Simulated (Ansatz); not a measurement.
# HfMg6Mn (Amm2) in Ansatz: equation of state

Aim: energy against volume of HfMg6Mn in PBE, for its equilibrium volume and stiffness.

All numbers are computed with Ansatz 0.2.0; they aren't measurements. Logs are shortened: lines on timing, memory, paths and dates and some standing lists are left out, and cuts for length are marked.

### Step 1. Starting point

Symmetry: Amm2, No. 38, orthorhombic system. The conventional cell has a = 4.908 Å, b = 6.171 Å, c = 11.119 Å, α = 90.00°, β = 90.00°, γ = 90.00°. Around Hf (site symmetry mm2) lie 2 Mn at 2.81 Å and 8 Mg at 3.02 to 3.11 Å. Mn (site symmetry mm2) has 2 Hf at 2.81 Å and 8 Mg at 2.97 to 3.13 Å as nearest neighbours. Mg (site symmetry mm2) has 10 Mg at 3.05 to 3.27 Å and 2 Hf at 3.09 Å as nearest neighbours. Mg (site symmetry m) has 8 Mg at 2.99 to 3.27 Å and 2 Hf at 3.02 to 3.34 Å and 2 Mn at 3.13 Å as nearest neighbours. Mg (site symmetry mm2) has 10 Mg at 3.05 to 3.19 Å and 2 Mn at 3.09 Å as nearest neighbours. Around Mg (site symmetry m) lie 2 Mn at 2.97 to 3.39 Å and 8 Mg at 3.01 to 3.19 Å and 2 Hf at 3.11 Å.

The cell comes from a database or a generator and needn't be the stable form of this composition.

### Step 2. Single point, PBE, collinear spin, ferromagnetic start, 19.79 Å³/atom (volume scaled by 0.94)

Input file input.yaml:

```yaml
crystal:
  lattice:
    - [4.808018253, 0.0, 0.0]
    - [0.0, 3.0225795503, 5.4458590947]
    - [0.0, -3.0225795503, 5.4458590947]
  atoms:
    - { symbol: Hf, position: [0.5, 0.687216, 0.687216] }
    - { symbol: Mn, position: [0.0, 0.810982, 0.810982], spin: 4.0 }
    - { symbol: Mg, position: [0.5, 0.166502, 0.166502] }
    - { symbol: Mg, position: [0.5, 0.165677, 0.680483] }
    - { symbol: Mg, position: [0.5, 0.680483, 0.165677] }
    - { symbol: Mg, position: [0.0, 0.328861, 0.328861] }
    - { symbol: Mg, position: [0.0, 0.336504, 0.823776] }
    - { symbol: Mg, position: [0.0, 0.823776, 0.336504] }
hamiltonian:
  xc: pbe
  pseudopotentials: { kind: paw }
magnetization:
  spin_polarized: true
kpoints:
  mp_grid: { grid: [6, 5, 5] }
scf:
  occupations: { method: fermi_dirac, width: 0.05 }
output:
  forces: true
  stress: true
  eigenvalues: true
```

Potentials or basis: Ansatz PAW.

The run is started by

```console
> ansatz run input.yaml --threads 4 --pin off --max-ram 10240MiB --backend cpu --events-out ev --progress --plain --runs-dir out
```

Standard output:

```text
Warning: RAYON_NUM_THREADS=4 ignored (pool sized by the plan → 4); use --threads N
Engine: ansatz 0.2.0, x86_64-unknown-linux-gnu
Pseudopotentials: kind: paw
Pseudopotential: Hf, paw, valence charge 26, recommended cutoff 420 eV (normal), Hf.paw.azcp
Pseudopotential: Mn, paw, valence charge 15, recommended cutoff 420 eV (normal), Mn.paw.azcp
Pseudopotential: Mg, paw, valence charge 10, recommended cutoff 420 eV (normal), Mg.paw.azcp
Functional definition: PBE
  parameter kappa = 0.804
  parameter beta = 0.06672455060314922
  exchange = pbe_x(kappa = kappa, mu = beta*pi^2/3)
  correlation = pbe_c(beta = beta)
Crystal: 8 atoms, lattice volume = 158.285 Å³
Basis set: ecut = 420 eV, 3069 PW (Γ), exchange–correlation on 72×90×90 points (8 copies of the dense FFT grid, shifted against one another)
Bands: 63, of which v1, the nominal top of the filled ones, is band 51 counted from 1 (50 counted from 0)
Symmetry: 4 space group operations
Space group: Amm2 (ITA 38), of the structure as read, at distance tolerance 5.4e-5 Å
Magnetic group: BNS 38.187 (UNI 285), of the structure as read, at distance tolerance 5.4e-5 Å
k-points: 36 of 150 (time reversal used)
Non-local potential: Hf, projectors of the file, l = 0: 3, l = 1: 2, l = 2: 2, l = 3: 3
Non-local potential: Mn, projectors of the file, l = 0: 3, l = 1: 2, l = 2: 3, l = 3: 1
Non-local potential: Mg, projectors of the file, l = 0: 3, l = 1: 2, l = 2: 1
PAW form: soft (Blöchl's): semilocal exchange-correlation on the pseudo side does not see the compensation charge
PAW one-centre angular grid: Hf, 590 points (default); XC on 64 Gauss nodes
PAW one-centre angular grid: Mn, 590 points (default); XC on 64 Gauss nodes
PAW one-centre angular grid: Mg, 110 points (default); XC on 64 Gauss nodes
Initial density: superposition of atomic densities (chi_scale 0.1, normalization cell)
Starting moments: Σ|m| = 4 μB on 1 of 8 sites
Initial wavefunctions: pseudopotential atomic-orbital guess
Functional: x = pbe(κ = 0.804, μ = 0.2195149727645171), c = pbe(β = 0.06672455060314922)
[... 23 lines left out ...]
Free energy (F): -31161.677352 eV
Harris-Foulkes:  -31161.677352 eV  (|F-HF|=4.77e-8)
Internal energy: -31161.638562 eV  (E = F + TS)
E sigma→0 (E₀):  -31161.657957 eV
Entropy (-TS):   -0.038790 eV (-4.849 meV/atom)
Fermi energy:    9.074108 eV
--- Per-component energies (eV) ---
  E_band       = -2479.519917
  E_kinetic    = 1180.420957
  E_local      = -18384.300974  (includes V_loc(G=0)·N_el)
  E_nonlocal   = -424.331950
  E_hartree    = 7412.969677
  E_xc         = -585.823952
  E_vxc        = -633.677403  (∫ρ·V_xc dr)
  E_paw        = -9982.522943  (= ΣΔE_a)
  E_vpaw       = 956.422484  (= ΣTr[D̂ρ^β])
  E_aug_tail   = -0.000032  (compensation charges beyond the density's cutoff)
  E_ewald      = -10378.049345
  E_smearing   = -0.038790  (= −TS)
  E_closure    = -0.000000  (closes the sum)
  Σ components = -31161.677352   (vs F -31161.677352, Δ=0.00e0)
--- Forces (eV/Å), atoms counted from 1 ---
  atom   1  Hf     0.00000000    -0.00000000     0.05105859
  atom   2  Mn     0.00000000     0.00000000     0.04742383
  atom   3  Mg     0.00000000     0.00000000     0.04368061
  atom   4  Mg    -0.00000000     0.05445550     0.07709714
  atom   5  Mg     0.00000000    -0.05445550     0.07709714
  atom   6  Mg     0.00000000    -0.00000000    -0.04215374
  atom   7  Mg     0.00000000    -0.08306874    -0.12713063
  atom   8  Mg    -0.00000000     0.08306874    -0.12713063
  max |Σ_I F_I| component: 5.77e-5 eV/Å
--- Stress (GPa, compression-positive) ---
        3.446204      -0.000000      -0.000000
       -0.000000       3.766891       0.000000
       -0.000000       0.000000       3.594524
  P = ⅓ Tr σ = 3.6025 GPa (36.025 kbar)
--- Band table (eV; the first three rows and the last of 72) ---
  k-point 0 ↑: bands = ["-71.5946", "-66.7604", "-66.2853", "-66.2818", "-66.2807", "-66.2014", "-66.1991", "-52.7409", "-40.3904", "-40.3884", "-40.2355", "-33.5291", "-33.5290", "-33.4841", "-33.0731", "-33.0639", "-33.0555", "-33.0492", "-33.0315", "-33.0280", "-33.0210", "-33.0096", "-33.0072", "-32.9932", "-32.9698", "-32.9549", "-32.9521", "-32.9275", "-32.9159", "-21.4199", "-21.3891", "-21.3498", "-2.7748", "-2.7735", "-2.7726", "-2.7711", "-2.7707", "-2.7650", "-2.7607", "1.8481", "6.0385", "6.1588", "6.3330", "6.6976", "6.7078", "6.8238", "6.9407", "7.1100", "7.6294", "7.9718", "7.9795", "8.1503", "9.1011", "9.5995", "10.1394", "11.1812", "11.4244", "12.0234", "12.4181", "12.7793", "13.3051", "13.8084", "14.0448"]
  k-point 1 ↑: bands = ["-71.5946", "-66.7604", "-66.2851", "-66.2820", "-66.2807", "-66.2012", "-66.1993", "-52.7409", "-40.3904", "-40.3884", "-40.2355", "-33.5291", "-33.5290", "-33.4841", "-33.0708", "-33.0638", "-33.0554", "-33.0505", "-33.0324", "-33.0273", "-33.0203", "-33.0109", "-33.0071", "-32.9913", "-32.9718", "-32.9547", "-32.9523", "-32.9268", "-32.9172", "-21.4203", "-21.3893", "-21.3499", "-2.7749", "-2.7735", "-2.7726", "-2.7711", "-2.7707", "-2.7650", "-2.7607", "2.0797", "5.1914", "5.8811", "5.9903", "6.5671", "6.7604", "6.8163", "6.9419", "7.1651", "7.9033", "8.3349", "8.4103", "8.7721", "9.5376", "9.7723", "10.0560", "11.0843", "11.3007", "11.8754", "11.8789", "13.0506", "13.4608", "13.7787", "13.7958"]
  k-point 2 ↑: bands = ["-71.5946", "-66.7604", "-66.2849", "-66.2822", "-66.2807", "-66.2008", "-66.1997", "-52.7409", "-40.3904", "-40.3884", "-40.2355", "-33.5291", "-33.5289", "-33.4841", "-33.0651", "-33.0636", "-33.0576", "-33.0520", "-33.0335", "-33.0264", "-33.0186", "-33.0138", "-33.0067", "-32.9867", "-32.9767", "-32.9542", "-32.9528", "-32.9250", "-32.9199", "-21.4210", "-21.3895", "-21.3499", "-2.7751", "-2.7735", "-2.7725", "-2.7711", "-2.7708", "-2.7650", "-2.7607", "2.7592", "3.8459", "5.5491", "5.7344", "6.6405", "6.6799", "6.7225", "6.9416", "7.2449", "8.4895", "8.6791", "8.8664", "9.4137", "9.8320", "9.9097", "10.4331", "10.6628", "11.3449", "11.8020", "12.1308", "12.7478", "12.9023", "13.6069", "13.7415"]
  k-point 35 ↓: bands = ["-68.1654", "-66.7682", "-66.2901", "-66.2882", "-66.2803", "-66.2066", "-66.2046", "-52.8634", "-37.0223", "-36.9513", "-36.9431", "-33.5363", "-33.5355", "-33.4960", "-33.0766", "-33.0549", "-33.0519", "-33.0447", "-33.0446", "-33.0375", "-33.0352", "-33.0240", "-33.0036", "-32.9940", "-32.9741", "-32.9636", "-32.9610", "-32.9350", "-32.9254", "-21.5941", "-21.5731", "-21.5494", "-2.8098", "-2.8058", "-2.8027", "-2.8020", "-2.8020", "-2.7904", "-2.7900", "4.7873", "4.8505", "4.9966", "5.0378", "6.0824", "6.1044", "8.3282", "8.3578", "8.5321", "8.5872", "8.7738", "9.0430", "10.3845", "10.7000", "11.1879", "11.4219", "11.5415", "11.9442", "12.2852", "12.3642", "12.5150", "13.1330", "14.4014", "14.5871"]
```

It took 12 s on 4 threads of Intel Xeon Platinum 8559C (Emerald Rapids), shared host; peak memory 0.92 GiB.

Results:

| Property | Result |
| --- | --- |
| Free energy | -31161.6774 eV |
| Pressure | 3.6 GPa |
| Largest force | 0.152 eV/Å |
| Band gap on the k mesh | none (metal or under the smearing width) |
| Net moment | 2.72 μB per cell |
| Absolute moment | 4.34 μB per cell |
| Site moments | Hf -0.25; Mn +3.24; Mg +0.01, -0.02, -0.03 μB |

### Step 3. Single point, PBE, collinear spin, ferromagnetic start, 20.21 Å³/atom (volume scaled by 0.96)

input.yaml: that of step 2 with these lines changed.

```diff
@@ -2,5 +2,5 @@
   lattice:
-    - [4.808018253, 0.0, 0.0]
-    - [0.0, 3.0225795503, 5.4458590947]
-    - [0.0, -3.0225795503, 5.4458590947]
+    - [4.8418786521, 0.0, 0.0]
+    - [0.0, 3.0438660231, 5.4842114787]
+    - [0.0, -3.0438660231, 5.4842114787]
   atoms:
```

Potentials or basis: Ansatz PAW.

The run is started by

```console
> ansatz run input.yaml --threads 4 --pin off --max-ram 10240MiB --backend cpu --events-out ev --progress --plain --runs-dir out
```

Run time: 15 s. Hardware: 4 threads of Intel Xeon Platinum 8559C (Emerald Rapids), shared host; peak memory 0.93 GiB.

It converged, with:

```yaml
Free_energy: -31161.7397 eV
Pressure: 2.4 GPa
Largest_force: 0.111 eV/Å
Band_gap_on_the_k_mesh: none (metal or under the smearing width)
Net_moment: 2.75 μB per cell
Absolute_moment: 4.43 μB per cell
Site_moments: Hf -0.27; Mn +3.30; Mg +0.01, -0.02, -0.03 μB
```

(Part 1 of 2 ends here.)
